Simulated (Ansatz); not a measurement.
Working through a convergence test of the plane-wave cutoff of Ta, space group P6_3/mmc

With Ansatz's Python interface.

Run as a notebook:

**Cell 1**
```python
import csv
import warnings

import ansatz as az
```

**Cell 2**
```python
warnings.simplefilter("ignore", az.DeckWarning)
```

**Cell 3**
```python
lattice = az.Lattice.of(
    (2.900372, 0.0, 0.0),
    (-1.450186, 2.511796, 0.0),
    (0.0, 0.0, 5.166274),
)
sites = [
    ("Ta", (2 / 3, 1 / 3, 0.75)),
    ("Ta", (1 / 3, 2 / 3, 0.25)),
]
xtal = az.Crystal(lattice=lattice)
for symbol, position in sites:
    xtal = xtal.atom(symbol, position)
```

**Cell 4**
```python
xtal.resolved().sites[-1]
```
Output:
```text
Site(symbol='Ta', position=(0.3333333333333333, 0.6666666666666666, 0.25), moment=None, axis=None, held=None, saved=None)
```

**Cell 5**
```python
model = xtal.calculation()
model = model.kpoints(11, 11, 6, center="gamma").functional(az.Functional.PBESOL)
model = model.occupations(az.OccupationsMethod.GAUSSIAN, width=0.1)
```

**Cell 6**
```python
rows = []
for value in [250, 350, 450, 550, 650]:
    r = model.basis(value).run(threads=1, pin="off").report
    rows.append((value, r["free_energy_ev"] / len(r["lattice"]["sites"]), r["n_iterations"], r["n_pw"]))

with open("ecut.csv", "w", newline="") as handle:
    writer = csv.writer(handle)
    writer.writerow(["cutoff (eV)", "F/atom (eV)", "iterations", "plane waves"])
    writer.writerows([round(v, 5) if isinstance(v, float) else v for v in row] for row in rows)
```

**Cell 7**
```python
# differences from the last row
for row in rows[:-1]:
    shift = 1000 * (row[1] - rows[-1][1])
    print(f"{row[0]}: {shift:+.2f} meV/atom" + ("  (within 5 meV)" if abs(shift) < 5 else ""))
```
Output:
```text
250: +117.92 meV/atom
350: +4.85 meV/atom  (within 5 meV)
450: +0.46 meV/atom  (within 5 meV)
550: +0.18 meV/atom  (within 5 meV)
```

It writes `ecut.csv`:
```csv
cutoff (eV),F/atom (eV),iterations,plane waves
250,-9806.07857,6,337
350,-9806.19164,6,561
450,-9806.19603,6,785
550,-9806.19631,6,1111
650,-9806.19649,6,1401
```

From 350 eV on it stays within 5 meV an atom of the value at 650 eV; the first row (250 eV) is off by 117.9 meV and the last but one by 0.18 meV. The energy falls steadily, as expected when plane waves are added.

Notes:
- The run is spin-unpolarised.
- The mesh is modest for a metal, so energies can be off by several to tens of meV an atom and pressures by half a GPa or more; differences at equal mesh fare better.
- Spin-orbit coupling, which matters for elements this heavy, is left out.
- This isn't the structure that Ta takes at ambient conditions.
- Shifts are counted from the last row, which is itself no proven limit.
- The script silences the warnings on its input, which a real study should read.
- Finished in 9.7 s on 1 thread of Arm Neoverse V1 (shared host), peak memory 0.39 GiB.
